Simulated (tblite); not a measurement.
# C13H11BSe: excited states

Computed with tblite 0.8.0 and PySCF 2.14.0 and routines of our own; the level stands in each step. Atoms count from 0.

## Step 1: The starting structure

26 atoms, charge 0, multiplicity 1; geometry from: force field or distance geometry start.

## Step 2: Relaxing the molecule with GFN2-xTB

What the job is given:

```
{"job": {"kind": "relax", "xc": "GFN2-xTB", "basis": "xTB"}, "charge": 0, "multiplicity": 1}
C      4.762000    -0.047800     0.308300
Se     3.579700    -1.276600    -0.685100
C      1.751900    -0.747800    -0.433500
C      1.470100     0.529500    -0.729800
C      0.121100     1.005500    -0.564000
C     -0.341600     2.223700    -0.806300
C     -1.736200     2.581600    -0.611500
C     -2.699300     1.793700    -0.189500
C     -2.384500     0.404500     0.113400
C     -3.221200    -0.533500     0.541800
C     -2.763900    -1.890900     0.806100
C     -1.540200    -2.360000     0.680800
C     -0.485400    -1.464800     0.229800
C      0.785600    -1.741400     0.028600
B     -0.930000    -0.006500    -0.076000
H      5.759400    -0.427000     0.463500
H      4.216800     0.142100     1.286200
H      4.687800     0.913500    -0.242400
H      2.219800     1.230200    -1.060900
H      0.409300     2.951500    -1.146800
H     -2.021800     3.621400    -0.823900
H     -3.731900     2.110000    -0.064900
H     -4.249600    -0.218500     0.683700
H     -3.516900    -2.623000     1.158600
H     -1.247200    -3.373400     0.897500
H      1.085200    -2.773500     0.249700
```

On the command line:

```console
$ OMP_NUM_THREADS=4 python excited_run.py task.json out
```

One launch serves the whole session: the jobs run in the order shown.

Q: Estimate the wall time and peak memory of this first job on 4 threads of Arm Neoverse N1, shared host.

About 3.1 s, with a peak of 0.18 GiB.
